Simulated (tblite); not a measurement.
# CH9F3Si4: the cost of one run

Programs: tblite 0.8.0 and PySCF 2.14.0. All values are calculated, for the isolated system unless a continuum is named. Atoms count from 0, parts from 1.

### Step 1. The system as given

17 atoms, charge 0, multiplicity 1; geometry: distance geometry start.

### Step 2. Geometry optimisation with GFN2-xTB

What the job is given:

```
{"job": {"kind": "relax", "xc": "GFN2-xTB", "basis": "xTB"}, "charge": 0, "multiplicity": 1}
Si     1.463452    -1.170197     0.429463
Si    -0.372999    -0.708492    -0.719886
Si    -2.123580    -1.608221     0.287863
Si    -0.188553    -1.548793    -2.752751
C     -0.601282     1.123771    -0.812951
F     -0.479955     1.515164    -2.032552
F      0.289947     1.694091    -0.059109
F     -1.787559     1.436788    -0.365905
H      1.637215    -2.581421     0.514127
H      1.336540    -0.650195     1.763558
H      2.582689    -0.583945    -0.206691
H     -2.053821    -1.369157     1.706617
H     -3.324730    -1.058677    -0.230190
H     -2.121412    -3.020986     0.071570
H      0.459662    -2.791200    -2.703632
H     -1.488624    -1.688954    -3.312270
H      0.580945    -0.627300    -3.552645
```

With the program's defaults for keys left out, this is: GFN2-xTB geometry optimisation, gas phase.

Run with:

```bash
$ OMP_NUM_THREADS=1 python cluster_run.py task.json out
```

The driver reads the jobs from task.json and runs them one after another.

Q: Estimate the wall time of this first job on 1 thread of Arm Neoverse V1, shared host.

About 5.3 s.
